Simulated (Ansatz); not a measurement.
# Mn3Al: the cost of one run

Computed with Ansatz 0.2.0 (DFT r2SCAN, scalar-relativistic, plane waves, PAW, unless a step's input says otherwise).

2 further runs of the same task are left out: 2 set aside as unsound or not needed.

## Step 1: The system as given

It takes space group Fm-3m (No. 225, cubic). The conventional cell has a = 6.066 Å, b = 6.066 Å, c = 6.066 Å, α = 90.00°, β = 90.00°, γ = 90.00°. Mn (site symmetry -43m) has 4 Mn at 2.63 Å and 4 Al at 2.63 Å as nearest neighbours. Around Mn (site symmetry m-3m) lie 8 Mn at 2.63 Å. Al (site symmetry m-3m) is surrounded by 8 Mn at 2.63 Å.

Coordinates:

```
CELL_PARAMETERS angstrom
0.00000 3.03288 3.03288
3.03288 0.00000 3.03288
3.03288 3.03288 0.00000
ATOMIC_POSITIONS crystal
Mn 0.75000 0.75000 0.75000
Mn 0.25000 0.25000 0.25000
Mn 0.00000 0.00000 0.00000
Al 0.50000 0.50000 0.50000
```

## Step 2: Volume x 1.06

Input file input.yaml:

```yaml
crystal:
  lattice:
    - [0.0, 3.0328778608, 3.0328778608]
    - [3.0328778608, 0.0, 3.0328778608]
    - [3.0328778608, 3.0328778608, 0.0]
  atoms:
    - { symbol: Mn, position: [0.75, 0.75, 0.75], spin: 3.66 }
    - { symbol: Mn, position: [0.25, 0.25, 0.25], spin: 3.66 }
    - { symbol: Mn, position: [0.0, 0.0, 0.0], spin: -0.31 }
    - { symbol: Al, position: [0.5, 0.5, 0.5] }
basis:
  ecutwfc: 500
kpoints:
  mp_grid: { grid: [12, 12, 12] }
hamiltonian:
  xc: r2scan
scf:
  occupations: { method: gaussian, width: 0.1 }
output:
  forces: true
  stress: true
  eigenvalues: true
  populations: true
magnetization:
  spin_polarized: true
```

On the command line:

```sh
ansatz run input.yaml --threads 1 --pin off --max-ram 2560MiB --backend cpu --events-out ev --progress --plain --runs-dir out
```

What time and memory should one allow on 1 thread of Arm Neoverse V1, shared host?

About 2.2 min, with a peak of 0.74 GiB.
